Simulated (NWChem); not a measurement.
SiTe:

```
Si Te
1.0
     3.76795    0.00000    0.00000
     0.00000    3.76795    0.00000
     0.00000    0.00000    3.76795
Si Te
1 1
Direct
  0.00000 0.00000 0.00000
  0.50000 0.50000 0.50000
```

The cell was built by a generator and needn't be a form met in nature.

* Program: NWChem 7.3.0
* Task: single point
* Functional: PBE
* Potentials or basis: NWChem's default library (pspw_default)
* Cutoff: 544 eV
* Density cutoff: 1088 eV
* k mesh: 7 × 7 × 7
* Occupations: fermi-dirac, width 0.05 eV
* Spin: no spin polarisation

On this cell: pressure -11.5 GPa.

The same run follows on a disturbed copy (cell strained along its third axis by -4 %):

```
CELL_PARAMETERS angstrom
3.76795 0.00000 0.00000
0.00000 3.76795 0.00000
0.00000 0.00000 3.61723
ATOMIC_POSITIONS crystal
Si 0.00000 0.00000 0.00000
Te 0.50000 0.50000 0.50000
```

What changes?

The energy moves by -75.1 meV/atom; pressure -11.2 GPa.

Caveats: potentials of this library can shift pressures by several GPa and gaps by up to half an eV, enough to turn an indirect gap into a direct one.
